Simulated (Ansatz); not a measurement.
Run this with the Ansatz DFT code, driven from Python and show what comes out.

The script, `ch5nse_pa.py`:
```python
"""Proton affinity of CH5NSe at one site."""

import ansatz as az
import numpy as np

geometry_ang = [
    ("N", (-0.3752, 0.2379, -0.9631)),
    ("C", (0.5059, 0.2352, 0.1422)),
    ("Se", (0.7609, -1.6061, 0.6805)),
    ("H", (-0.4403, 1.2918, -1.2761)),
    ("H", (-1.3617, -0.0167, -0.64)),
    ("H", (0.1139, 0.8406, 0.9995)),
    ("H", (1.5118, 0.6694, -0.1658)),
    ("H", (-0.6231, -1.7092, 1.167)),
]
ch5nse = az.Crystal.molecule()
for symbol, xyz in geometry_ang:
    ch5nse = ch5nse.atom(symbol, xyz)

calculation = ch5nse.calculation().basis(gaussian="def2-SVP").functional("B3LYP")
symbols = [site.symbol for site in ch5nse.cartesian_sites]
start = np.array([site.position_ang for site in ch5nse.cartesian_sites], dtype=float)
rep = calculation.relax(force_tolerance=0.01).run(threads=1, pin="off").report
end = np.array(rep["positions_ang"])

# put the proton on the side away from the neighbours, slightly off axis
away = sum((end[0] - end[j]) / np.linalg.norm(end[0] - end[j]) for j in [1, 3, 4]) + np.array([0.15, 0.1, -0.2])
proton = end[0] + 1.0 * away / np.linalg.norm(away)
acid = az.Crystal.molecule()
for symbol, place in zip(symbols, end):
    acid = acid.atom(symbol, place.tolist())
acid = acid.atom("H", proton.tolist())
protonated = (
    acid.calculation()
    .basis(gaussian="def2-SVP")
    .functional("B3LYP")
    .charge(1)
    .relax(force_tolerance=0.01, max_steps=80)
)
after = protonated.run(threads=1, pin="off").report
xyz = np.array(after["positions_ang"])
reach = np.linalg.norm(xyz[:-1] - xyz[-1], axis=1)
print(f"base {rep['free_energy_ev']:.5f} eV, protonated {after['free_energy_ev']:.5f} eV")
print(f"the proton ends {reach.min():.3f} A from {symbols[reach.argmin()]}{reach.argmin()}")
print(f"electronic proton affinity {(rep['free_energy_ev'] - after['free_energy_ev']):.3f} eV")
```

```console
$ python ch5nse_pa.py
base -67948.82722 eV, protonated -67958.58557 eV
the proton ends 1.032 A from N0
electronic proton affinity 9.758 eV
```

Caveats:
- Total energies depend on the basis set; only differences at equal settings carry meaning.
- The proton is put on one chosen atom, which needn't be the most basic site, so the molecule's proton affinity can be higher; the ends are stationary points, not checked by frequencies, and zero-point and thermal terms count only where printed.
- b3lyp holds the VWN-RPA fit, as in Gaussian; the form of ORCA and Turbomole is b3lyp5.
- Run time: 54 s on 1 thread of Arm Neoverse V2, on a shared host, peak memory 0.26 GiB.
